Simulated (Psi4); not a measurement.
**C8H20O4W (SMILES CC[O][W]([O]CC)([O]CC)[O]CC): UBP86/def2-SVPD (density fitting, core potential)**

What is the vertical triplet–singlet gap of C8H20O4W at UBP86/def2-SVPD (density fitting, core potential)? 

The results are computed with Psi4 1.11.

2 further runs of the same task are left out: 2 that didn't finish.

## Step 1: Starting point

C8H20O4W: 33 atoms, total charge 0, spin state triplet. As SMILES, `CC[O][W]([O]CC)([O]CC)[O]CC`. The shape comes from GFN2-xTB, which is rough for such elements, and wasn't checked as a minimum. This is one conformer, not always the lowest.

Some bond lengths: W1–O2 1.788 Å, O2–C3 1.384 Å, C3–C4 1.531 Å, W1–O10 2.042 Å, O10–C11 1.384 Å, C11–C12 1.542 Å, W1–O18 1.779 Å, O18–C19 1.380 Å, C19–C20 1.532 Å, W1–O26 2.000 Å, O26–C27 1.386 Å, C27–C28 1.533 Å, C3–H5 1.105 Å, C3–H6 1.104 Å, C4–H7 1.087 Å, C4–H8 1.094 Å. Some angles: W1–O2–C3 150.5°, O2–W1–O10 89.3°, O2–W1–O18 178.0°, O2–W1–O26 89.0°, O10–W1–O18 90.4°, O10–W1–O26 174.5°, O18–W1–O26 91.5°, O2–C3–C4 108.3°, W1–O10–C11 118.4°, O10–C11–C12 113.0°.

## Step 2: The energy at UBP86/def2-SVPD (density fitting, core potential)

c8h20o4w.xyz reads:

```xyz
33
C8H20O4W
W     -0.009780    -0.118030    -0.143890
O     -1.019440     1.357310    -0.119220
C     -1.252740     2.650280     0.314930
C     -0.683910     2.791800     1.729200
H     -2.335940     2.867570     0.304440
H     -0.748170     3.359100    -0.364600
H     -0.756460     3.816530     2.085140
H      0.364000     2.480540     1.698160
H     -1.231090     2.132270     2.404560
O      1.643530     1.037730     0.170060
C      2.542840     1.197860    -0.870060
C      1.920470     0.920820    -2.253920
H      3.410750     0.523470    -0.729180
H      2.927580     2.235180    -0.857940
H      2.631970     1.146670    -3.048570
H      1.034890     1.559200    -2.381630
H      1.628360    -0.142240    -2.330240
O      0.995210    -1.585760    -0.105940
C      1.958930    -2.476330     0.321190
C      2.355760    -2.098990     1.751660
H      2.838260    -2.418540    -0.344390
H      1.562340    -3.506570     0.286710
H      3.159730    -2.730650     2.121020
H      1.482680    -2.201720     2.399320
H      2.673320    -1.053940     1.756430
O     -1.633390    -1.180110    -0.630300
C     -2.897340    -1.057420    -0.074090
C     -3.933090    -1.876600    -0.853530
H     -3.208020     0.008880    -0.075190
H     -2.885980    -1.407900     0.978070
H     -4.917920    -1.770110    -0.405310
H     -3.647930    -2.925440    -0.848110
H     -3.969440    -1.534850    -1.884780
```

job.py reads:

```python
import psi4

psi4.set_memory('3300 MB')
psi4.set_num_threads(1)
psi4.core.set_output_file('psi4.out', False)

with open('c8h20o4w.xyz') as f:
    atoms = ''.join(f.readlines()[2:])
m = psi4.geometry('0 3\n' + atoms + '')

psi4.set_options(dict(reference='uks', scf_type='df'))

energy_value, wavefunction = psi4.energy('bp86/def2-SVPD', return_wfn=True)
print(f'total energy {energy_value:.8f} hartree = {energy_value * 27.211386:.5f} eV')
```

Started as:

```sh
$ python job.py
```

psi4.out:

```text
[...]
    !!!  WARNING: ECP capability is in beta. Please check occupations closely.  !!!
[...]
  Running in c1 symmetry.
[...]
  Nuclear repulsion = 1015.143840471250542
[...]
  Multiplicity = 3
[...]
  Nalpha       = 58
  Nbeta        = 56
[...]
    Number of basis functions: 447
[...]
   @DF-UKS iter   1:  -682.56807560200525    4.85069e-01   4.57869e-03 DIIS/ADIIS
[...]
   @DF-UKS iter  12:  -684.62571343753348   -2.86048e-07   7.18581e-07 DIIS
[...]
   @S^2 Observed:                2.008936487E+00
[...]
    Orbital Energies [Eh]
    ---------------------
    Alpha Occupied:
       1A    -18.813087     2A    -18.808670     3A    -18.749919
       4A    -18.746786     5A     -9.979934     6A     -9.975255
       7A     -9.947083     8A     -9.940463     9A     -9.913632
      10A     -9.908598    11A     -9.906915    12A     -9.886348
      13A     -2.884394    14A     -1.598734    15A     -1.568271
      16A     -1.564519    17A     -0.950065    18A     -0.921308
      19A     -0.877091    20A     -0.866615    21A     -0.687667
      22A     -0.671390    23A     -0.659149    24A     -0.646530
      25A     -0.588437    26A     -0.553118    27A     -0.535177
      28A     -0.520327    29A     -0.480630    30A     -0.451282
      31A     -0.441938    32A     -0.439723    33A     -0.419775
      34A     -0.411853    35A     -0.407235    36A     -0.402735
[...]
  @DF-UKS Final Energy:  -684.62571343753348
   => Energetics <=
    Nuclear Repulsion Energy =           1015.1438404712505417
    One-Electron Energy =               -2972.1801490316092895
    Two-Electron Energy =                1365.3228021021834593
    DFT Exchange-Correlation Energy =     -92.9122069793581886
    Empirical Dispersion Energy =           0.0000000000000000
    VV10 Nonlocal Energy =                  0.0000000000000000
    Total Energy =                       -684.6257134375334772
[...]
 Multipole Moments:
 ------------------------------------------------------------------------------------
     Multipole            Electronic (a.u.)      Nuclear  (a.u.)        Total (a.u.)
 ------------------------------------------------------------------------------------
 L = 1.  Multiply by 2.5417464519 to convert [e a0] to [Debye]
 Dipole X            :         -0.3784037            0.7890853            0.4106817
 Dipole Y            :         -8.2272633            8.4112757            0.1840124
 Dipole Z            :         -8.9835389            9.2447248            0.2611858
 Magnitude           :                                                    0.5203249
[...]
```

On the terminal:

```text
total energy -684.62571344 hartree = -18629.61455 eV
```

It took 11 min on 1 thread of Intel Xeon Platinum 8259CL at 2.50GHz (Skylake/Cascade Lake), shared host; peak memory 2.9 GiB.

## Step 3: The singlet

job.inp reads:

```
memory 3300 MB

molecule molecule1 {
  0 1
  W     -0.009780    -0.118030    -0.143890
  O     -1.019440     1.357310    -0.119220
  C     -1.252740     2.650280     0.314930
  C     -0.683910     2.791800     1.729200
  H     -2.335940     2.867570     0.304440
  H     -0.748170     3.359100    -0.364600
  H     -0.756460     3.816530     2.085140
  H      0.364000     2.480540     1.698160
  H     -1.231090     2.132270     2.404560
  O      1.643530     1.037730     0.170060
  C      2.542840     1.197860    -0.870060
  C      1.920470     0.920820    -2.253920
  H      3.410750     0.523470    -0.729180
  H      2.927580     2.235180    -0.857940
  H      2.631970     1.146670    -3.048570
  H      1.034890     1.559200    -2.381630
  H      1.628360    -0.142240    -2.330240
  O      0.995210    -1.585760    -0.105940
  C      1.958930    -2.476330     0.321190
  C      2.355760    -2.098990     1.751660
  H      2.838260    -2.418540    -0.344390
  H      1.562340    -3.506570     0.286710
  H      3.159730    -2.730650     2.121020
  H      1.482680    -2.201720     2.399320
  H      2.673320    -1.053940     1.756430
  O     -1.633390    -1.180110    -0.630300
  C     -2.897340    -1.057420    -0.074090
  C     -3.933090    -1.876600    -0.853530
  H     -3.208020     0.008880    -0.075190
  H     -2.885980    -1.407900     0.978070
  H     -4.917920    -1.770110    -0.405310
  H     -3.647930    -2.925440    -0.848110
  H     -3.969440    -1.534850    -1.884780
}

set {
  reference uks
  scf_type  df
}

energy('bp86/def2-SVPD')
```

Started as:

```sh
$ psi4 -n 1 job.inp job.out
```

job.out:

```text
[...]
    !!!  WARNING: ECP capability is in beta. Please check occupations closely.  !!!
[...]
  Running in c1 symmetry.
[...]
  Nuclear repulsion = 1015.143840471250542
[...]
  Multiplicity = 1
[...]
  Nalpha       = 57
  Nbeta        = 57
[...]
    Number of basis functions: 447
[...]
   @DF-UKS iter   1:  -682.57127192574887    4.81873e-01   4.57086e-03 ADIIS/DIIS
[...]
   @DF-UKS iter  13:  -684.63034102648248   -1.79998e-07   2.60809e-07 DIIS
[...]
   @S^2 Observed:               -1.563194019E-13
[...]
    Orbital Energies [Eh]
    ---------------------
    Alpha Occupied:
       1A    -18.815964     2A    -18.812070     3A    -18.779401
       4A    -18.767067     5A     -9.978888     6A     -9.975275
       7A     -9.954887     8A     -9.954325     9A     -9.910685
      10A     -9.905086    11A     -9.900401    12A     -9.894466
      13A     -2.886248    14A     -1.596647    15A     -1.577570
      16A     -1.544560    17A     -0.951233    18A     -0.922702
      19A     -0.896758    20A     -0.884980    21A     -0.686280
      22A     -0.670129    23A     -0.658691    24A     -0.655310
      25A     -0.587122    26A     -0.552254    27A     -0.540294
      28A     -0.530145    29A     -0.479996    30A     -0.452364
      31A     -0.442114    32A     -0.439786    33A     -0.433862
      34A     -0.414195    35A     -0.412731    36A     -0.407468
[...]
  @DF-UKS Final Energy:  -684.63034102648248
   => Energetics <=
    Nuclear Repulsion Energy =           1015.1438404712505417
    One-Electron Energy =               -2971.6414450277507058
    Two-Electron Energy =                1364.6893152894670038
    DFT Exchange-Correlation Energy =     -92.8220517594492947
    Empirical Dispersion Energy =           0.0000000000000000
    VV10 Nonlocal Energy =                  0.0000000000000000
    Total Energy =                       -684.6303410264824834
[...]
 Multipole Moments:
 ------------------------------------------------------------------------------------
     Multipole            Electronic (a.u.)      Nuclear  (a.u.)        Total (a.u.)
 ------------------------------------------------------------------------------------
 L = 1.  Multiply by 2.5417464519 to convert [e a0] to [Debye]
 Dipole X            :         -0.5984087            0.7890853            0.1906767
 Dipole Y            :         -8.2901473            8.4112757            0.1211285
 Dipole Z            :         -9.0540623            9.2447248            0.1906625
 Magnitude           :                                                    0.2956043
[...]
```

Run time: 12 min. Hardware: 1 thread of Intel Xeon Platinum 8259CL at 2.50GHz (Skylake/Cascade Lake), shared host; peak memory 2.9 GiB.

## Step 4: Summary of results

Level: UBP86/def2-SVPD (density fitting, core potential).

```
                                        quantity          value
                           triplet: total energy  -684.62571 Eh
                          triplet: dipole moment         1.32 D
     triplet: HOMO energy (highest over α and β)       -3.70 eV
      triplet: LUMO energy (lowest over α and β)       -3.08 eV
                                   triplet: ⟨S²⟩          2.009
                           singlet: total energy  -684.63034 Eh
                          singlet: dipole moment         0.75 D
                            singlet: HOMO energy       -4.04 eV
                            singlet: LUMO energy       -3.29 eV
                          singlet: HOMO–LUMO gap        0.75 eV
vertical energy of the singlet above the triplet      -0.126 eV
```

In words: At this shape the singlet lies 0.13 eV (2.9 kcal/mol) below the triplet.
